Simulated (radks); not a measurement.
# Taking charge from the 4f level of Tb⁷⁺ in fractions

An exercise on one series of results from a longer session: the logs are not shown, and one member is left open.

Method: Dirac Kohn-Sham, BLYP, spin-unpolarised, spherical densities, point nucleus; open shells fill j = l - 1/2 first. Code: radks (a radial shooting solver on a logarithmic mesh, Libxc functionals) version 1.

## Starting point

- element: terbium (Z = 65)
- charge: +7
- electrons: 58
- configuration: [Kr] 4d10 4f(5/2: 6, 7/2: 1) 5s2 5p3

A shell typed twice in an input gives the lower j, then the higher j.

The first run:

Settings of this run:

```text
Z 65
configuration [Kr] 4d10 4f6 4f1 5s2 5p3
relativity Dirac
functional b88,lyp
spin unpolarised
j_filling energy
nucleus point
c 137.035999084
```

Steps of the session up to this table: Start: [Kr] 4d10 4f(5/2: 6, 7/2: 1) 5s2 5p3.

One table of the session follows, with a row left open; its other results are not shown here.

It belongs to the step «Start: [Kr] 4d10 4f(5/2: 6, 7/2: 1) 5s2 5p3». Radial moments (bohr):

```
level     <r>  outermost maximum (interpolated)  90 % within  nodes
4p3/2  0.5801                             0.534        0.843      2
4d3/2       ?                                 ?            ?      ?
4d5/2  0.6213                             0.549        0.931      1
5s1/2   1.223                              1.14         1.73      4
5p1/2   1.319                              1.21         1.88      3
5p3/2   1.382                              1.27         1.97      3
4f5/2  0.7456                             0.539         1.23      0
4f7/2  0.7525                             0.543         1.24      0
```

**Question.** Estimate the row for 4d3/2.

**Answer.** <r>: 0.6112; outermost maximum (interpolated): 0.540; 90 % within: 0.916; nodes: 1. In the column «<r>» it lies between 4p3/2 (0.5801) and 4d5/2 (0.6213).
